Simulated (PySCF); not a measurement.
# Cu2F4H4S4 ([F2(SH)Cu(mu-SH)2CuF2(SH)]4-): the cost of one run

Programs: PySCF 2.14.0, with routines of our own; each step states its level. All values are computed. Atoms count from 0.

## 1. The system as given

14 atoms, charge -4, high-spin multiplicity 3; geometry from: idealised, bond lengths from ionic radii.

The system (edge-sharing dimer): [F2(SH)Cu(mu-SH)2CuF2(SH)]4-. The metals (Cu(II), Cu(II)) are 3.50 Å apart; the bridge angle is 94°; the spin sites are atom 0 (1 unpaired) and atom 1 (1 unpaired).

## 2. Magnetic exchange: B3LYP/def2-SVP H:def2-SV(P) in water

The job: settings as JSON, then the geometry in Å.

```
{"job": {"kind": "bs", "xc": "B3LYP", "basis": {"default": "def2-SVP", "H": "def2-SV(P)"}, "grid": 1, "solvent": "water"}, "charge": -4, "high_spin_multiplicity": 3, "spin_sites": [[[0], 1], [[1], 1]]}
Cu    -1.748800    -0.313800    -0.009400
Cu     1.748800    -0.313800    -0.009400
S      0.000000     1.317000    -0.009400
H      0.000000     1.778700    -1.278000
S      0.000000    -1.944600    -0.009400
H      0.000000    -2.406400    -1.278000
F     -3.114400    -1.719900    -0.009400
S     -3.427900     1.415000    -0.009400
H     -3.569000     1.560200     1.325300
F     -1.748800    -0.313800     2.350600
F      3.114400    -1.719900    -0.009400
S      3.427900     1.415000    -0.009400
H      3.569000     1.560200     1.325300
F      1.748800    -0.313800    -2.369400
```

Method: B3LYP/def2-SVP H:def2-SV(P) high-spin and broken-symmetry single points, IEF-PCM water.

The run is started by

```console
$ OMP_NUM_THREADS=1 python exch_run.py task.json out
```

One launch serves the whole session: the jobs run in the order shown.

**Question.** How long does this first job take on 1 thread of Intel Xeon Platinum 8488C, shared host, and how much memory does it need?

About 68 s, with a peak of 0.97 GiB.
